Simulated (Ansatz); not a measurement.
Predict the output of the script below (the Ansatz DFT code, driven from Python).

The script, `c2h6geo.py`:
```python
import ansatz
from ase import Atoms


def energy_of(molecule, charge=0, unpaired=0):
    calc = molecule.calculation().basis(gaussian="def2-SVPD").functional("pbe", dispersion="d4")
    if charge:
        calc = calc.charge(charge)
    if unpaired:
        calc = calc.spin("collinear", total=unpaired)
    report = calc.run().report
    if report["published_state_doubts"]:
        print("  doubts:", report["published_state_doubts"])
    return report["free_energy_ev"]

def without(molecule, index):
    rest = ansatz.Crystal.molecule()
    for i, site in enumerate(molecule.cartesian_sites):
        if i != index:
            rest = rest.atom(site.symbol, site.position_ang)
    return rest


def main() -> None:
    atoms = Atoms(["C", "O", "Ge", "C", "H", "H", "H", "H", "H", "H"], positions=[
        [-0.4823, 0.7401, -1.4789],
        [0.4716, 1.2275, -0.6202],
        [1.2949, -0.2224, -0.0019],
        [0.479, -0.8736, 1.5881],
        [-1.0627, 1.6623, -1.9121],
        [-1.2787, 0.1746, -0.9564],
        [-0.0722, 0.2339, -2.3506],
        [-0.5954, -1.1484, 1.3164],
        [0.3884, -0.0733, 2.4083],
        [0.9405, -1.7719, 2.0102],
    ])
    system = ansatz.Crystal.molecule_from_ase(atoms)

    whole = energy_of(system, 0)
    hydrogen = energy_of(ansatz.Crystal.molecule().atom("H", (0, 0, 0)), 0, 1)
    print(f"E(molecule) = {whole:.5f} eV, E(H) = {hydrogen:.5f} eV")
    for index in [6, 9]:
        radical = energy_of(without(system, index), 0, 1)
        print(f"H{index}: homolysis {(radical + hydrogen - whole):.3f} eV")


if __name__ == "__main__":
    main()
```

Running `python c2h6geo.py` prints:
```text
E(molecule) = -60712.41499 eV, E(H) = -13.56840 eV
H6: homolysis 4.380 eV
H9: homolysis 4.998 eV
```

These settings explore the input space; basis and method may be short of convergence. The geometry is a force-field or estimated start, not a minimum of this method, and the basis set is short of its limit. All parts are taken at fixed geometry, without zero-point energy. This functional overbinds, so such energies come out a few per cent too high (LDA far more). Finished in 38 s on 1 thread of Arm Neoverse V1, with other jobs on the host, peak memory 0.35 GiB.

(Lines on the test bed's own set-up are left out of the output.)
